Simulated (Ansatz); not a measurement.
This script makes an all-electron equation of state of IrRu, space group P-6m2 with Ansatz 0.2.0, Python API.

`eos_lapw_irru.py`
```python
"""E(V) of IrRu on LAPW."""

import ansatz as az
from ase.eos import EquationOfState
from ase.units import GPa
import numpy as np

VECTORS = np.array([
    [2.724911, 0.0, 0.0],
    [-1.362456, 2.359842, 0.0],
    [0.0, 0.0, 4.330698],
])
SITES = [
    ("Ru", (2 / 3, 1 / 3, 0.0)),
    ("Ir", (0.0, 0.0, 0.5)),
]


def on_lattice(cell):
    crystal = az.Crystal(lattice=az.Lattice.of(cell))
    for symbol, position in SITES:
        crystal = crystal.atom(symbol, position)
    return crystal


def main() -> None:
    volumes, energies = [], []
    for scale in np.linspace(0.94, 1.06, 5):
        cell = VECTORS * scale ** (1 / 3)
        calculation = (
            on_lattice(cell).calculation()
            .functional("PBEsol")
            .occupations(az.OccupationsMethod.FERMI_DIRAC, width=0.15)
            .kpoints(12, 12, 7)
            .pseudopotentials("all_electron", lapw=True, basis_error=0.001)
        )
        report = calculation.run(threads=1).report
        volumes.append(abs(np.linalg.det(cell)) / len(SITES))
        energies.append(report["free_energy_ev"] / len(SITES))
        print(f"{scale:.3f} {volumes[-1]:9.4f} A^3/atom {energies[-1]:16.5f} eV/atom  (estimated basis error {1000 * report['lapw_basis_errors']['total_ev_per_atom']:.2f} meV/atom)")
    v0, e0, bulk = EquationOfState(volumes, energies, eos="birchmurnaghan").fit()
    print(f"V0 = {v0:.4f} A^3/atom, B0 = {bulk / GPa:.1f} GPa")


if __name__ == "__main__":
    main()
```

From its runs, with one value withheld:

| V (Å³/atom) | F less the lowest row shown (meV/atom) |
| --- | --- |
| 13.089 | 31.79 |
| 13.506 | 0.00 |
| 13.924 | 0.00 |
| 14.342 | 26.49 |
| 14.759 | ? |

What is the missing energy at 14.759 Å³ an atom?

A third-order Birch-Murnaghan fit, E = E0 + (9 V0 B0 / 16) [(t - 1)³ B' + (t - 1)² (6 - 4t)] with t = (V0/V)^(2/3), through the 4 rows shown gives V0 = 13.712 Å³, B0 = 364.8 GPa, B' = 4.97 and E0 = -3.62 meV. At V = 14.759 Å³, t = 0.95211, and the fit extrapolates to 75.05 meV. The run gave 75.02 meV, a miss of 0.04 meV.

Reading the output:
- No spin polarisation was allowed.
- Shape and fractional positions are held along the curve, so the bulk modulus is an upper value where they are free to relax.
- For a metal this k-point mesh is coarse: on a finer one energies can move by several to tens of meV an atom and pressures by half a GPa or more, differences at one mesh by less.
- Spin-orbit coupling, which matters for elements this heavy, is left out.
- The structure comes from a database of computed cells and needn't be a stable or known phase.
- Finished in 3.8 min on 1 thread of Arm Neoverse V2 (shared host), peak memory 0.52 GiB.
